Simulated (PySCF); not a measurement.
# AlI: from the state search to spectroscopic constants

The task here is to estimate one member of a computed series from the others.

Computed with PySCF 2.14.0. Level: Al jorge-DZP-DKH, I jorge-DZP-DKH, spin-free X2C with a Gaussian nucleus.

Set-up of the first run:

Settings of the job:

```
atoms                         : Al, I
charge                        : 0
basis                         : Al jorge-DZP-DKH, I jorge-DZP-DKH
Hamiltonian                   : spin-free X2C with a Gaussian nucleus
basis functions               : 72
electrons treated             : 66
masses in u                   : 26.9815, 126.9045
levels                        : PBE0, PBE, r²SCAN, PBEsol, BP86, BLYP, HF, MP2, SCS-MP2, CCSD, CCSD(T)
grid                          : 80 radial by 434 angular points
occupations                   : held fixed by the projection of orbital angular momentum
dissociation limit            : Al + I, each in its ground configuration
starting distance in angstrom : 2.505
values of 2S to try           : 0, 2
```

Steps of the session up to this table: Input; First curve: PBE0; Excited determinants; PBE (GGA); r²SCAN; PBEsol; BP86 (GGA); BLYP; RHF; Adding correlation.

One of the session's tables, all rows but one given; the rest of the session is left out.

Differences from the measured constants:

```
      level  Re (mÅ)  ωe (%)
        RHF       -7    +3.0
    RHF-MP2      -75   +16.4
RHF-SCS-MP2      -65   +14.3
   RHF-CCSD      -63   +14.2
RHF-CCSD(T)      -63   +14.3
        PBE        ?       ?
     PBEsol      -30    +5.5
       BLYP       +9    -1.4
       BP86      -11    +2.2
     r²SCAN      -27    +5.8
       PBE0      -28    +5.8
```

Estimate the missing values for PBE.

**Answer.** Re (mÅ): -11; ωe (%): +2.7.
